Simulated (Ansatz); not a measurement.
# CH₈AsB, SMILES C[BH2-][AsH3+]: a single point in a Gaussian basis

Program: Ansatz's Python interface.

Contents of `ch8asb.xyz`:
```text
11

C    -1.27390    0.66590    0.04170
B    -0.33650   -0.60540    0.28820
As    1.58620   -0.17780   -0.28300
H    -2.31200    0.42710    0.35300
H    -0.90420    1.52680    0.63670
H    -1.26910    0.93350   -1.03540
H    -0.34750   -0.89250    1.44470
H    -0.73880   -1.52880   -0.34860
H     1.38050    0.15560   -1.79690
H     1.91620    1.02650    0.65810
H     2.29920   -1.53090    0.04140
```

`ch8asb.py`:
```python
# -*- coding: utf-8 -*-
'''Single point of CH8AsB in a Gaussian basis.'''

import ansatz as az
import numpy as np
import pandas as pd

ch8asb = az.Crystal.molecule_from_extxyz('ch8asb.xyz')

base = (
    ch8asb.calculation()
    .basis(gaussian='6-31G*')
    .functional('PBE0')
    .forces()
)
summary = base.session().plan(threads=1).execute().report

print('reference energy %16.6f eV' % summary['reference_energy_ev'])
print('total energy     %16.6f eV' % summary['free_energy_ev'])
print('occupied (up, down):', summary['n_occupied'], ' virtual:', summary['n_virtual'], ' frozen:', summary['n_frozen'])

symbols = [site.symbol for site in ch8asb.cartesian_sites]
print('forces (eV/A)')
for symbol, f in zip(symbols, summary['forces_ev_ang']):
    print(f'  {symbol:2s} {f[0]:9.4f} {f[1]:9.4f} {f[2]:9.4f}')

charges = summary['charge_distribution']
table = pd.DataFrame({'atom': symbols, 'mulliken': charges['mulliken_charges_e'], 'lowdin': charges['lowdin_charges_e']})
print(table.round(3).to_string())
print('dipole (e A):', np.round(charges['dipole_moment_e_ang'], 4) + 0.0)
```

```console
$ python ch8asb.py
reference energy    -62665.430317 eV
total energy        -62665.430317 eV
occupied (up, down): [26, 26]  virtual: [55, 55]  frozen: 0
forces (eV/A)
  C     0.3310    0.4748   -0.2398
  B    -1.0121    0.0448    0.2053
  As   -2.0889   -0.7054    0.7038
  H     0.4510    0.2167   -0.1754
  H    -0.4625   -0.0018   -0.2929
  H    -0.3159    0.2370    0.3784
  H     0.5751   -0.2219    0.6209
  H     0.3268   -0.6256   -0.5171
  H     1.1280   -0.0310    0.9771
  H     0.6777   -0.7624   -1.0876
  H     0.3900    1.3748   -0.5727
   atom  mulliken  lowdin
0     C    -0.600  -0.376
1     B    -0.066  -0.640
2    As    -0.011   0.321
3     H     0.165   0.136
4     H     0.123   0.119
5     H     0.123   0.119
6     H    -0.044   0.035
7     H    -0.044   0.035
8     H     0.117   0.082
9     H     0.117   0.082
10    H     0.122   0.086
dipole (e A): [ 0.957   0.1906 -0.2764]
```

Total energies depend on the basis set; only differences at equal settings carry meaning. The geometry is a force-field or estimated start, not a minimum of this method, and the basis set is short of its limit. The Löwdin charges here are taken after orthogonalising the functions within each atom; they differ from plain Löwdin charges, and their signs can be unphysical. The whole script took 4.8 s on 1 thread of Arm Neoverse V1, with other jobs on the host, peak memory 0.27 GiB.

(A comment or docstring line of the script was reworded after the run, the code is as it ran; lines on the test bed's own set-up are left out of the output.)
